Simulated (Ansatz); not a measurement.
**C2H6InN: up Jacob's ladder to CCSD(T)**

An exercise on one series of results from a longer session: the logs are not shown, and one member is left open.

Method: functionals in def2-TZVPP, the program's frozen cores in correlated methods; program: Ansatz 0.2.0, Gaussian basis.

Plan: LDA (SPW92), PBE-D4, revPBE-D4, BLYP-D4, r2SCAN-D4, B97M-V, PBE0-D4, B3LYP-D4, r2SCANh-D4, r2SCAN0-D4, HSE06-D4, BHLYP-D4, CAM-B3LYP-D4, LC-ωPBE, ωB97X-V, ωB97M-V, B2PLYP, PBE-QIDH; CCSD(T)/def2-SVP; CCSD(T)/def2-TZVPP; MP2/def2-QZVPP; extrapolation to the limit; RPA on PBE.

### Structure used throughout

The geometry comes from an earlier relaxation with PBE0-D4 in a triple-zeta def2 set; it is a stationary point, not always the lowest conformer. In takes the def2 core potential; no spin-orbit term is included.

SMILES `CC#[N+][InH3-]`, 10 atoms, charge 0, spin multiplicity 1.

Atoms are counted from 1 here; the program's logs count them from 0.

Bond lengths: C1–C2 1.445 Å, C1–H5 1.091 Å, C1–H6 1.091 Å, C1–H7 1.091 Å, C2–N3 1.145 Å, N3–In4 2.408 Å, In4–H8 1.733 Å, In4–H9 1.733 Å, In4–H10 1.733 Å. Angles: C2–C1–H5 109.8°, C2–C1–H6 109.8°, C2–C1–H7 109.8°, H5–C1–H6 109.2°, H5–C1–H7 109.2°, H6–C1–H7 109.2°, C1–C2–N3 180.0°, C2–N3–In4 180.0°, N3–In4–H8 95.8°, N3–In4–H9 95.8°, N3–In4–H10 95.8°, H8–In4–H9 119.0°, H8–In4–H10 119.0°, H9–In4–H10 119.0°.

Geometry (Å):

```
C    -0.92924    1.61614   -1.40908
C    -0.35161    0.61695   -0.54043
N     0.10615   -0.17489    0.14791
In    1.06980   -1.84061    1.59590
H    -0.66686    2.61256   -1.05093
H    -0.54825    1.48811   -2.42320
H    -2.01521    1.51334   -1.41871
H     0.51379   -3.20564    0.68513
H     0.19601   -1.36478    3.01436
H     2.70854   -1.31248    1.40206
```

The first run:

in.yaml reads:

```yaml
crystal:
  periodic: [false, false, false]
  atoms:
    - {symbol: C, position_ang: [-0.929242, 1.616136, -1.409082]}
    - {symbol: C, position_ang: [-0.351609, 0.616949, -0.540429]}
    - {symbol: N, position_ang: [0.106148, -0.174893, 0.147908]}
    - {symbol: In, position_ang: [1.069797, -1.840607, 1.595898]}
    - {symbol: H, position_ang: [-0.666861, 2.612560, -1.050927]}
    - {symbol: H, position_ang: [-0.548252, 1.488111, -2.423201]}
    - {symbol: H, position_ang: [-2.015208, 1.513339, -1.418711]}
    - {symbol: H, position_ang: [0.513785, -3.205635, 0.685127]}
    - {symbol: H, position_ang: [0.196006, -1.364780, 3.014356]}
    - {symbol: H, position_ang: [2.708536, -1.312479, 1.402062]}
basis:
  gaussian: {orbitals: def2-TZVPP}
hamiltonian: {xc: lda}
output: {orbitals: {seedname: orbitals}}
```

Launch:

```console
$ ansatz run in.yaml --threads 4 --pin off --events-out ev --progress --plain --max-ram 10444MiB
```

Among the steps run: LDA; PBE-D4 (GGA); revPBE-D4 (GGA); BLYP-D4 (GGA); r2SCAN-D4 (meta-GGA); B97M-V (meta-GGA); B3LYP-D4 (hybrid); r2SCANh-D4 (hybrid); r2SCAN0-D4 (hybrid); HSE06-D4 (hybrid); BHLYP-D4 (hybrid); CAM-B3LYP-D4 (range-separated); LC-ωPBE (range-separated); ωB97X-V (range-separated); ωB97M-V (range-separated); B2PLYP (double hybrid); PBE-QIDH (double hybrid).

One table of the session follows, with a row left open; its other results are not shown here.

It belongs to the step «Frontier levels by functional». 

| functional | HOMO (eV) | gap (eV) |
| --- | --- | --- |
| LDA (SPW92) | -6.04 | 4.45 |
| PBE-D4 | ? | ? |
| revPBE-D4 | -5.92 | 4.61 |
| BLYP-D4 | -5.87 | 4.58 |
| r2SCAN-D4 | -6.23 | 5.10 |
| B97M-V | -6.32 | 5.25 |
| PBE0-D4 | -7.11 | 6.82 |
| B3LYP-D4 | -6.94 | 6.37 |
| r2SCANh-D4 | -6.65 | 5.93 |
| r2SCAN0-D4 | -7.29 | 7.17 |
| HSE06-D4 | -6.71 | 6.03 |
| BHLYP-D4 | -8.21 | 8.70 |
| CAM-B3LYP-D4 | -8.47 | 9.13 |
| LC-ωPBE | -9.82 | 11.53 |
| ωB97X-V | -9.48 | 11.07 |
| ωB97M-V | -9.31 | 10.43 |

**Question.** Estimate the row for PBE-D4.

The run gave: HOMO (eV): -5.96; gap (eV): 4.57. In the column «HOMO (eV)» it lies between LDA (SPW92) (-6.04) and revPBE-D4 (-5.92).
